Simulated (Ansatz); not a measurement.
Input of an Ansatz 0.2.0 run:

Contents of input:

```
crystal:
  lattice:
    - [2.89515, 0.0, 0.0]
    - [0.0, 2.89515, 0.0]
    - [0.0, 0.0, 2.89515]
  atoms:
    - { symbol: Mg, position: [0.0, 0.0, 0.0] }
    - { symbol: B, position: [0.5, 0.5, 0.5] }
hamiltonian:
  xc: hf
  pseudopotentials: { kind: paw }
kpoints:
  mp_grid: { grid: [5, 5, 5] }
scf:
  occupations: { method: fermi_dirac, width: 0.05 }
output:
  forces: true
  stress: true
  eigenvalues: true
  write_density: true
  write_potential: true
  elf: true
  volumetric_format: npy
relax:
  f_tol: 0.01
  max_steps: 40
  cell: { stress_tol: 0.05 }
```

Question: Estimate the band gap on the k mesh.

Answer: None (metal or under the smearing width).

Question: Estimate the relaxed volume.

Answer: 12.71 Å³/atom.

Step by step:
| step | energy change (eV) | largest force (eV/Å) | volume (Å³) |
| --- | --- | --- | --- |
| 1 | 0.0000 | 0.0000 | 24.27 |
| 2 | -0.0150 | 0.0000 | 25.27 |
| 3 | -0.0153 | 0.0000 | 25.42 |
| 4 | -0.0158 | 0.0000 | 25.42 |

Caveat: the k mesh is coarse (spacing up to 0.43 Å⁻¹), so the values aren't converged, least of all with exact exchange; the plane-wave basis is chosen anew once the cell has moved, so the energies of steps on either side of that aren't comparable; the PAW data sets come from PBE, with cores solved anew for the run's functional, which leaves a small shift of forces and pressure.
